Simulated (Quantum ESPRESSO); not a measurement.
Write the native input for Quantum ESPRESSO 7.5 that does the following.

* Task: real-space fields
* Functional: PBE
* Potentials or basis: PseudoDojo 0.4.1 SR PBE standard
* Cutoff: 1088 eV
* Density cutoff: 4354 eV
* k mesh: 1 × 1 × 1
* Occupations: fermi-dirac, width 0.05 eV
* Spin: no spin polarisation
* Boundary across the vacuum: none
* Mixing beta: 0.5
* Most SCF iterations: 120
* SCF threshold: 1.4e-09 Ry

SGaH5, in a box:

```
S Ga H
1.0
    12.00000    0.00000    0.00000
     0.00000   13.00000    0.00000
     0.00000    0.00000   12.00000
S Ga H
1 1 5
Direct
  0.39705 0.41095 0.52637
  0.47839 0.59564 0.51023
  0.45645 0.38044 0.61531
  0.46676 0.36464 0.45457
  0.42981 0.61597 0.39036
  0.41430 0.63859 0.61482
  0.60512 0.56602 0.52249
```

The input as run:

pw.in

```
&CONTROL
  calculation = 'scf'
  prefix = 'pwscf'
  outdir = './tmp'
  pseudo_dir = './pseudo'
  tprnfor = .true.
  disk_io = 'low'
/
&SYSTEM
  ibrav = 0
  celldm(1) = 8
  nat = 7
  ntyp = 3
  ecutwfc = 80
  nbnd = 19
  occupations = 'smearing'
  smearing = 'fd'
  degauss = 0.00367493
/
&ELECTRONS
  conv_thr = 1.4d-09
  electron_maxstep = 120
  mixing_beta = 0.5
/
ATOMIC_SPECIES
S     32.0600 S.upf
Ga    69.7230 Ga.upf
H      1.0080 H.upf
CELL_PARAMETERS alat
  2.8345891869387   0.0000000000000   0.0000000000000
  0.0000000000000   3.0708049525169   0.0000000000000
  0.0000000000000   0.0000000000000   2.8345891869387
ATOMIC_POSITIONS crystal
S      0.3970458300    0.4109461500    0.5263666700
Ga     0.4783875000    0.5956384600    0.5102333300
H      0.4564541700    0.3804384600    0.6153083300
H      0.4667625000    0.3646384600    0.4545666700
H      0.4298125000    0.6159692300    0.3903583300
H      0.4142958300    0.6385923100    0.6148250000
H      0.6051208300    0.5660230800    0.5224916700
K_POINTS gamma
```

pp_density.in

```
&INPUTPP
  prefix = 'pwscf'
  outdir = './tmp'
  filplot = 'density.dat'
  plot_num = 0
/
&PLOT
  nfile = 1
  filepp(1) = 'density.dat'
  iflag = 3
  output_format = 6
  fileout = 'density.cube'
/
```

pp_potential.in

```
&INPUTPP
  prefix = 'pwscf'
  outdir = './tmp'
  filplot = 'potential.dat'
  plot_num = 11
/
&PLOT
  nfile = 1
  filepp(1) = 'potential.dat'
  iflag = 3
  output_format = 6
  fileout = 'potential.cube'
/
```

pp_elf.in

```
&INPUTPP
  prefix = 'pwscf'
  outdir = './tmp'
  filplot = 'elf.dat'
  plot_num = 8
/
&PLOT
  nfile = 1
  filepp(1) = 'elf.dat'
  iflag = 3
  output_format = 6
  fileout = 'elf.cube'
/
```

pp_potential_ks.in

```
&INPUTPP
  prefix = 'pwscf'
  outdir = './tmp'
  filplot = 'potential_ks.dat'
  plot_num = 1
/
&PLOT
  nfile = 1
  filepp(1) = 'potential_ks.dat'
  iflag = 3
  output_format = 6
  fileout = 'potential_ks.cube'
/
```

Potentials or basis: PseudoDojo 0.4.1 SR PBE standard.

Command:

```sh
$ OMP_NUM_THREADS=1 pw.x -in pw.in > pw.out
$ OMP_NUM_THREADS=1 pp.x -in pp_density.in > pp_density.out
$ OMP_NUM_THREADS=1 pp.x -in pp_potential.in > pp_potential.out
$ OMP_NUM_THREADS=1 pp.x -in pp_elf.in > pp_elf.out
$ OMP_NUM_THREADS=1 pp.x -in pp_potential_ks.in > pp_potential_ks.out
```

It gave:

```yaml
Largest_force: 0.351 eV/Å
Gap_between_the_frontier_levels: 5.16 eV
Dipole_moment: 3.21 D
```

Caveat: this is a molecule in a periodic box, so the gap is that between its Kohn-Sham HOMO and LUMO and the box isn't a crystal.

Run time: 110 s on 1 thread of Intel(R) Xeon(R) Processor @ 2.70GHz (shared host), peak memory 0.87 GiB.
